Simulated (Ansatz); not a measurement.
# BrClHIn, SMILES [Cl][InH][Br]: harmonic frequencies at the relaxed geometry

Computed with the Ansatz DFT code, driven from Python.

The cells in order, each with its output:

**Cell 1**
```python
import ansatz as az
import numpy as np
```

**Cell 2**
```python
params = {
    "basis_set": "def2-SVP",
    "functional": "CAM-B3LYP",
}
```

**Cell 3**
```python
GEOMETRY = """
Cl   -1.90450    0.54580   -0.95810
In    0.15220    0.18130   -0.07710
Br    0.78150   -2.08120    0.31600
H     1.02630    1.29390    0.69880
"""

system = az.Crystal.molecule()
for line in GEOMETRY.strip().splitlines():
    symbol, *xyz = line.split()
    system = system.atom(symbol, [float(v) for v in xyz])
```

**Cell 4**
```python
job = (
    system.calculation()
    .basis(gaussian=params["basis_set"])  # the orbital basis, by name
    .functional(params["functional"])
)
symbols = [site.symbol for site in system.cartesian_sites]
start = np.array([site.position_ang for site in system.cartesian_sites], dtype=float)
report = job.relax(force_tolerance=0.003, max_steps=100).run(threads=1).report
end = np.array(report["positions_ang"])
```

**Cell 5**
```python
print("final positions (A) and the move of each atom")
for symbol, xyz, old in zip(symbols, end, start):
    print(f"{symbol:2s} {xyz[0]:10.5f} {xyz[1]:10.5f} {xyz[2]:10.5f}   {np.linalg.norm(xyz - old):7.4f}")
```
Output:
```text
final positions (A) and the move of each atom
Cl   -1.90975    0.51869   -1.00798    0.0570
In    0.13323    0.17379    0.07185    0.1503
Br    0.75477   -2.20972    0.24913    0.1473
H     1.07725    1.45704    0.66659    0.1739
```

**Cell 6**
```python
# frequencies need a stationary point, so they are taken at the relaxed geometry
minimum = az.Crystal.molecule()
for symbol, place in zip(symbols, end):
    minimum = minimum.atom(symbol, place.tolist())
vibrating = (
    minimum.calculation()
    .basis(gaussian=params["basis_set"])
    .functional(params["functional"])
    .phonons(temperatures=(100, 500, 100))
)
vib = vibrating.run(threads=1).report["vibrations"]
sums = vib["harmonic_sums"]
modes = [m["omega_inv_cm"] for m in sums["modes_at_gamma"] if m["rigid_motion"] == "no"]
for number, w in enumerate(modes, start=1):
    print(f"mode {number:2d} {w:9.1f} 1/cm {w / 8065.544 * 1000:8.2f} meV")
print("imaginary modes:", sum(w < 0 for w in modes), " zero-point energy:", round(sums["zero_point_energy_ev"], 4), "eV")
print("T (K)   F_vib (eV)   S_vib (meV/K)   C_vib (meV/K)")
for row in zip(sums["temperatures_k"], sums["vibrational_free_energy_ev"], vib["entropy_ev_per_k"], vib["heat_capacity_ev_per_k"]):
    print(f"{row[0]:6.1f} {row[1]:11.4f} {1000 * row[2]:13.4f} {1000 * row[3]:15.4f}")
```
Output:
```text
mode  1      91.1 1/cm    11.30 meV
mode  2     262.2 1/cm    32.50 meV
mode  3     376.0 1/cm    46.62 meV
mode  4     378.2 1/cm    46.89 meV
mode  5     485.3 1/cm    60.17 meV
mode  6    1893.2 1/cm   234.72 meV
imaginary modes: 0  zero-point energy: 0.2161 eV
T (K)   F_vib (eV)   S_vib (meV/K)   C_vib (meV/K)
 100.0      0.2131        0.0839          0.1308
 200.0      0.1978        0.2245          0.2784
 300.0      0.1687        0.3526          0.3494
 400.0      0.1280        0.4585          0.3853
 500.0      0.0776        0.5472          0.4088
```

What to keep in mind:
- The frequencies are harmonic and unscaled, in a modest basis.
- def2 sets replace the cores of elements past krypton by effective core potentials.
- Wall time of the script: 110 s on 1 thread of Arm Neoverse V1, with other jobs on the host, peak memory 0.29 GiB.
